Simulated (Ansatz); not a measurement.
Working through an atomisation energy of BH₆NOSn, SMILES [BH2][SnH]([NH2])[OH]

Program: the Python package of Ansatz (0.2.0).

Contents of `bh6nosn.xyz`:
```text
10

B    -0.60750    1.55950    0.87990
Sn    0.35610    0.18220   -0.49950
N     1.09680   -1.38050    0.58100
O    -0.87280   -0.49960   -1.81850
H    -1.16810    2.56820    0.41740
H    -0.68580    1.40230    2.02710
H     1.68460    1.00770   -1.33520
H     1.55960   -2.04590   -0.10000
H     0.32230   -1.83530    1.09680
H    -1.60210   -1.00970   -1.24590
```

Run as a notebook:

```python
from collections import Counter

import ansatz as az
```

```python
BASIS_SET = "def2-TZVP"
XC = "r2SCAN"
```

```python
def single_point(molecule, charge=0, unpaired=0):
    calc = (
        molecule.calculation()
        .basis(gaussian=BASIS_SET)
        .functional(XC)
    )
    if charge:
        calc = calc.charge(charge)
    if unpaired:
        calc = calc.spin("collinear", total=unpaired)
    report = calc.run(threads=1).report
    if report["published_state_doubts"]:
        print("  doubts:", report["published_state_doubts"])
    return report["free_energy_ev"]

mol = az.Crystal.molecule_from_extxyz("bh6nosn.xyz")

# unpaired electrons of the ground-state atoms
unpaired = {"B": 1, "Sn": 2, "N": 3, "O": 2, "H": 1}
counts = Counter(site.symbol for site in mol.cartesian_sites)
atom_energy = {s: single_point(az.Crystal.molecule().atom(s, (0, 0, 0)), 0, unpaired[s]) for s in counts}
whole = single_point(mol, 0, 0)
for s, e in atom_energy.items():
    print(f"{s:2s} x{counts[s]}  {e:14.5f} eV")
print(f"BH6NOSn: {whole:.5f} eV")
split = sum(counts[s] * e for s, e in atom_energy.items()) - whole
print(f"atomisation energy (no zero-point term): {96.485332 * split:.1f} kJ/mol, {split / sum(counts.values()):.3f} eV an atom")
```

    B  x1      -670.40004 eV
    Sn x1     -5832.23385 eV
    N  x1     -1485.22506 eV
    O  x1     -2042.44896 eV
    H  x6       -13.60370 eV
    BH6NOSn: -10142.94434 eV
    atomisation energy (no zero-point term): 2992.4 kJ/mol, 3.101 eV an atom

2992.4 kJ/mol from the electronic energies, without the zero-point term.

Reading the output:
- Total energies depend on the basis set; only differences at equal settings carry meaning.
- The geometry is a force-field or estimated start, not a minimum of this method, and the basis set is short of its limit. All parts are taken at fixed geometry, without zero-point energy.
- def2 sets replace the cores of elements past krypton by effective core potentials.
- The spin-orbit lowering of heavy atoms is left out.
- Wall time of the script: 12 s on 1 thread of Arm Neoverse V2 (shared host), peak memory 0.28 GiB.
